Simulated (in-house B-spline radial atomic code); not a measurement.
# Cd: ionisation energy by several methods

The task here is to estimate one member of a computed series from the others.

The numbers are computed with in-house B-spline radial atomic code version 1 (scalar-relativistic (X2C), several functionals, spin-polarised; spherical all-electron atom at the radial basis limit), except any that are marked as measured or tabulated.

## Starting point

* element: cadmium (Z = 48)
* charge: 0
* electrons: 48
* configuration: [Kr] 4d10 5s2
* nucleus: Fermi, rms radius 4.609 fm

Outer shells as boxes (Hund's rule):

[Kr] 4d10 5s2
```
[Kr] core
4d [↑↓][↑↓][↑↓][↑↓][↑↓]
5s [↑↓]
```

Where spins are not typed, each open shell is filled with up spins first.

Set-up of the first run:

Settings of the run:

```ini
Z = 48
electrons = 48.0
configuration = [Kr] 4d10 5s2
hamiltonian = x2c
method = pbe,pbe
spin_polarised = True
nucleus = fermi
rms_radius = 4.6087
mass_number = 114
atomic_mass = 113.903364998
speed_of_light = 137.035999084
```

Steps of the session up to this table: PBE, a GGA; PW91, a GGA; OLYP, a GGA; LC-ωPBE, a range-separated hybrid; M06-2X, a global hybrid; B97-1, a global hybrid; Hartree-Fock.

One of the session's tables, all rows but one given; the rest of the session is left out.

```
      method  ΔSCF (eV)
         PBE      9.040
        PW91      9.108
        OLYP      8.703
      M06-2X      8.753
       B97-1      8.964
     LC-ωPBE      8.476
Hartree-Fock          ?
```

Q: Estimate the row for Hartree-Fock from the others.

**Answer.** ΔSCF (eV): 7.331. In the column «ΔSCF (eV)» it is the lowest.

Caveats from the session: Meta-GGA runs start from a PBE run whose iterations are not counted.
